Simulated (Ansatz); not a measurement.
# Li3TeI: the cost of one run

Program: Ansatz 0.2.0. Level of theory: DFT PBE+D3(BJ), scalar-relativistic, plane waves, PAW. These are calculated values, not measurements.

## 1. The system as given

The structure is cubic, space group Pm-3m (No. 221). Conventional cell: a = 5.920 Å, b = 5.920 Å, c = 5.920 Å, α = 90.00°, β = 90.00°, γ = 90.00°. Te (site symmetry m-3m) has 12 Li at 4.19 Å as nearest neighbours. I (site symmetry m-3m) is surrounded by 6 Li at 2.96 Å. Li (site symmetry 4/mmm) has 2 I at 2.96 Å and 4 Te at 4.19 Å and 8 Li at 4.19 Å as nearest neighbours.

Coordinates:

```
CELL_PARAMETERS angstrom
5.92000 0.00000 0.00000
0.00000 5.92000 0.00000
0.00000 0.00000 5.92000
ATOMIC_POSITIONS crystal
Te 0.00000 0.00000 0.00000
I 0.50000 0.50000 0.50000
Li 0.50000 0.50000 0.00000
Li 0.50000 0.00000 0.50000
Li 0.00000 0.50000 0.50000
```

This is a trial structure built by rule; it need not be a known or stable form of this composition.

This is a trial structure, the antiperovskite prototype, and another one may lie lower.

## 2. Coarse point 1 of the search for the rest volume

input.yaml reads:

```yaml
crystal:
  lattice:
    - [5.92, 0.0, 0.0]
    - [0.0, 5.92, 0.0]
    - [0.0, 0.0, 5.92]
  atoms:
    - { symbol: Te, position: [0.0, 0.0, 0.0] }
    - { symbol: I, position: [0.5, 0.5, 0.5] }
    - { symbol: Li, position: [0.5, 0.5, 0.0] }
    - { symbol: Li, position: [0.5, 0.0, 0.5] }
    - { symbol: Li, position: [0.0, 0.5, 0.5] }
basis:
  ecutwfc: 420
kpoints:
  mp_grid: { grid: [4, 4, 4] }
hamiltonian:
  xc: pbe
  dispersion: d3bj
scf:
  occupations: { method: gaussian, width: 0.05 }
output:
  forces: true
  stress: true
  eigenvalues: true
```

Command:

```sh
> ansatz run input.yaml --threads 2 --pin off --max-ram 5120MiB --backend cpu --events-out ev --progress --plain --runs-dir out
```

What time and memory should one allow on 2 threads of Intel Xeon Platinum 8488C (Sapphire Rapids), shared host?

About 1.9 s, with a peak of 0.51 GiB.
